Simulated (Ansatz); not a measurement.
# CH4O2SSi: a ladder of functionals and wavefunction methods

Aim: compute CH4O2SSi with functionals from several rungs and with coupled cluster, and see how far each lands from CCSD(T) at the basis-set limit for the atomisation energy.

The runs use Ansatz 0.2.0, Gaussian basis; functionals in def2-TZVPP, the program's frozen cores in correlated methods.

Plan: PBE-D4, r2SCAN-D4, PBE0-D4, B3LYP-D4, ωB97X-V, ωB97M-V, B2PLYP; CCSD(T)/def2-TZVPP; MP2/def2-QZVPP; extrapolation to the limit.

### Step 1. The geometry

The geometry comes from an earlier relaxation with PBE0-D4 in a triple-zeta def2 set; it is a stationary point, not always the lowest conformer.

SMILES `O[Si]1(S)CO1`, 9 atoms, charge 0, spin multiplicity 1.

Atoms are counted from 1 here; the program's logs count them from 0.

Bond lengths: O1–Si2 1.625 Å, O1–H6 0.959 Å, Si2–S3 2.100 Å, Si2–C4 1.795 Å, Si2–O5 1.638 Å, S3–H7 1.344 Å, C4–O5 1.513 Å, C4–H8 1.088 Å, C4–H9 1.089 Å. Angles: Si2–O1–H6 117.5°, O1–Si2–S3 103.9°, O1–Si2–C4 126.0°, O1–Si2–O5 120.2°, S3–Si2–C4 126.1°, S3–Si2–O5 120.7°, C4–Si2–O5 52.1°, Si2–S3–H7 92.0°, Si2–C4–O5 58.6°, Si2–C4–H8 123.2°, Si2–C4–H9 123.1°, O5–C4–H8 112.0°, O5–C4–H9 111.8°, H8–C4–H9 112.4°, Si2–O5–C4 69.4°.

### Step 2. PBE-D4 (GGA)

Contents of in.yaml:

```yaml
crystal:
  periodic: [false, false, false]
  atoms:
    - {symbol: O, position_ang: [-0.750483, 0.218302, 1.855422]}
    - {symbol: Si, position_ang: [-0.201553, -0.237975, 0.396024]}
    - {symbol: S, position_ang: [0.107064, -2.305126, 0.598678]}
    - {symbol: C, position_ang: [0.565959, 0.832906, -0.823794]}
    - {symbol: O, position_ang: [-0.870551, 0.378948, -0.965408]}
    - {symbol: H, position_ang: [-1.081560, 1.114226, 1.944508]}
    - {symbol: H, position_ang: [0.489016, -2.421869, -0.684919]}
    - {symbol: H, position_ang: [1.191565, 0.461756, -1.633195]}
    - {symbol: H, position_ang: [0.639144, 1.912533, -0.704317]}
basis:
  gaussian: {orbitals: def2-TZVPP}
hamiltonian: {xc: pbe, dispersion: d4}
output: {forces: true, orbitals: {seedname: orbitals}}
```

Command:

```
$ ansatz run in.yaml --threads 4 --pin off --events-out ev --progress --plain --max-ram 10444MiB
```

Further steps of the session: r2SCAN-D4 (meta-GGA); PBE0-D4 (hybrid); B3LYP-D4 (hybrid); ωB97X-V (range-separated); ωB97M-V (range-separated); B2PLYP (double hybrid); CCSD(T) in def2-TZVPP; MP2 in def2-QZVPP.

Q: Predict the results of all the runs planned. Wanted: atomisation energy, CCSD(T)/CBS; farthest; mean size of error, hybrid; mean size of error, range-separated; gap, smallest and largest; T1 diagnostic; triples share of the correlation energy.

The runs gave:

```
                               quantity                                 value
        atomisation energy, CCSD(T)/CBS                             35.456 eV
    functionals within 0.177 eV (0.5 %)           r2SCAN-D4, ωB97X-V, ωB97M-V
                               farthest                    PBE-D4 (+0.709 eV)
             mean size of error, hybrid                              0.304 eV
    mean size of error, range-separated                              0.074 eV
              gap, smallest and largest  5.30 eV (PBE-D4), 11.91 eV (ωB97X-V)
                          T1 diagnostic                                0.0127
triples share of the correlation energy                                 4.1 %
```

In words: PBE-D4 is off by +0.709 eV. Double hybrids carry the basis error of their MP2 part in triple zeta, and no dispersion term here, so their miss is partly the set-up's. Misses under about 0.177 eV are within the doubt on the reference itself, which lacks core-valence correlation, relativity and higher excitations. Hartree-Fock recovers 68 % of the binding; the rest is correlation. Orbital gaps span 5.3 to 11.9 eV; exact exchange widens them.
